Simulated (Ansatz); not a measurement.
Write the native input for Ansatz 0.2.0 that does the following.

```
Task                : single point
Functional          : PBE
Potentials or basis : Ansatz NC
Cutoff              : 1240 eV (not typed: the program's choice for these potentials)
k mesh              : 8 × 6 × 6
Occupations         : fermi-dirac, width 0.05 eV
Spin                : no spin polarisation
```

The system is HPbNO4.

```
H Pb N O
1.0
     4.27531   -0.00040    0.00636
    -2.08399    5.20775   -0.04907
    -2.12377   -1.86574    4.91491
H Pb N O
1 1 1 4
Direct
  0.99073 0.03330 0.90994
  0.50274 0.81989 0.14287
  0.00838 0.47408 0.50265
  0.99816 0.92741 0.02877
  0.19467 0.73435 0.60852
  0.81673 0.35882 0.24556
  0.01381 0.33121 0.65217
```

The cell was built by a generator and needn't be a form met in nature.

These files were run (other wordings do the same):

input.yaml

```yaml
crystal:
  lattice:
    - [4.27531, -0.0004, 0.00636]
    - [-2.08399, 5.20775, -0.04907]
    - [-2.12377, -1.86574, 4.91491]
  atoms:
    - { symbol: H, position: [0.99073, 0.0333, 0.90994] }
    - { symbol: Pb, position: [0.50274, 0.81989, 0.14287] }
    - { symbol: "N", position: [0.00838, 0.47408, 0.50265] }
    - { symbol: O, position: [0.99816, 0.92741, 0.02877] }
    - { symbol: O, position: [0.19467, 0.73435, 0.60852] }
    - { symbol: O, position: [0.81673, 0.35882, 0.24556] }
    - { symbol: O, position: [0.01381, 0.33121, 0.65217] }
hamiltonian:
  xc: pbe
  pseudopotentials: { kind: nc }
kpoints:
  mp_grid: { grid: [8, 6, 6] }
scf:
  occupations: { method: fermi_dirac, width: 0.05 }
output:
  forces: true
  stress: true
  eigenvalues: true
```

Potentials or basis: Ansatz NC.

Launch:

```console
$ ansatz run input.yaml --threads 8 --pin off --max-ram 20480MiB --backend cpu --events-out ev --progress --plain --runs-dir out
```

It gave:

The pressure is 0.0 GPa. The largest force is 0.044 eV/Å and the band gap on the k mesh is 2.81 eV, indirect (least direct gap 3.15 eV).

Caveat: spin-orbit coupling is left out, which as a rule narrows the gap of such compounds by several tenths of an eV.

It took 43 s on 8 threads of Intel(R) Xeon(R) Platinum 8488C (Sapphire Rapids), on a shared host, peak memory 1.9 GiB.
